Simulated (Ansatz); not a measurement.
Run this with the Ansatz DFT code, driven from Python and show what comes out.

Script `run_cas.py`:
```python
"""Static correlation in Cl2GaH: natural occupations of an active space."""

import ansatz as az

BASIS_SET = "def2-SVP"

GEOMETRY = """
Cl   -2.09080   -0.08860   -0.59270
Ga    0.14120    0.17760   -0.09820
Cl    1.10800   -1.56340    0.84300
H     0.89710    1.41410   -0.17240
"""


def main() -> None:
    system = az.Crystal.molecule()
    for line in GEOMETRY.strip().splitlines():
        symbol, *xyz = line.split()
        system = system.atom(symbol, [float(v) for v in xyz])

    job = (
        system.calculation()
        .basis(gaussian=BASIS_SET)
        .correlation(active_electrons=6, active_orbitals=7)
    )
    for method in ["sc_nevpt2"]:
        summary = (job if method is None else job.correlation(method)).run(threads=1, backend="cpu").report
        space = summary["configurations"]
        state = space["states"][0]
        print(method or "casscf", f"total {summary['free_energy_ev'] / 27.211386246:.6f} Ha, active-space state {state['energy']['hartree']:.6f} Ha, mean field {summary['reference_energy_ev'] / 27.211386246:.6f} Ha")
        print("  determinants", state["n_determinants"], " natural occupations", [round(n, 3) for n in space["natural_occupations"]])


if __name__ == "__main__":
    main()
```

Output of `python run_cas.py`:
```text
RunWarning: the results are in doubt because another end's mean lies 0.710 eV lower, and its corrected mean 0.254 eV higher
sc_nevpt2 total -2842.869769 Ha, active-space state -2842.437880 Ha, mean field -2842.398406 Ha
  determinants 1225  natural occupations [1.984, 1.981, 1.972, 0.031, 0.013, 0.012, 0.007]
```
(Warnings from the package without file and line.)

What to keep in mind:
- Total energies depend on the basis set; only differences at equal settings carry meaning.
- The geometry is a force-field or estimated start, not a minimum of this method, and the basis set is short of its limit. The active space starts as a window about the frontier orbitals and is then optimised, not chosen by chemistry.
- A lower CASSCF solution was found and passed over, so the printed active-space state isn't the lowest.
- Run time: 53 s on 1 thread of Arm Neoverse V1, with other jobs on the host, peak memory 0.28 GiB.

(Lines on the test bed's own set-up are left out of the output.)
